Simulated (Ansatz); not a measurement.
## BiTe under changes of volume

One of the cells (33.855 Å³/atom); the others are scaled copies at fixed shape and fractional positions:

```
CELL_PARAMETERS angstrom
0.00000 3.23500 3.23500
3.23500 0.00000 3.23500
3.23500 3.23500 0.00000
ATOMIC_POSITIONS crystal
Bi 0.00000 0.00000 0.00000
Te 0.50000 0.50000 0.50000
```

- Program: Ansatz 0.2.0
- Functional: PBE
- Potentials or basis: Ansatz PAW
- Cutoff: 420 eV (not typed: the program's choice for these potentials)
- k mesh: 7 × 7 × 7
- Occupations: fermi-dirac, width 0.05 eV
- Spin: no spin polarisation

```tsv
volume (Å³/atom)	energy over the lowest point (meV/atom)	pressure (GPa)
31.824	35.04	4.5
32.501	18.93	3.2
33.178	8.06	2.0
33.855	1.91	0.9
34.532	0.00	0.0
35.209	1.92	-0.9
35.886	?	?
```

**Question.** What does the run at 35.886 Å³/atom give?

**Answer.** Energy over the lowest point 7.28 meV/atom; pressure -1.7 GPa.

Worked out: A Birch-Murnaghan fit of order 3 (a polynomial in V^(-2/3)) to the other rows has its minimum at 34.52 Å³/atom with B0 = V·E''(V) = 46 GPa and B' = 4.3. It gives 7.28 meV/atom at 35.886 Å³/atom, against the run's 7.28, and -dE/dV = -1.7 GPa, against -1.7.

Energies are extrapolated to zero smearing.
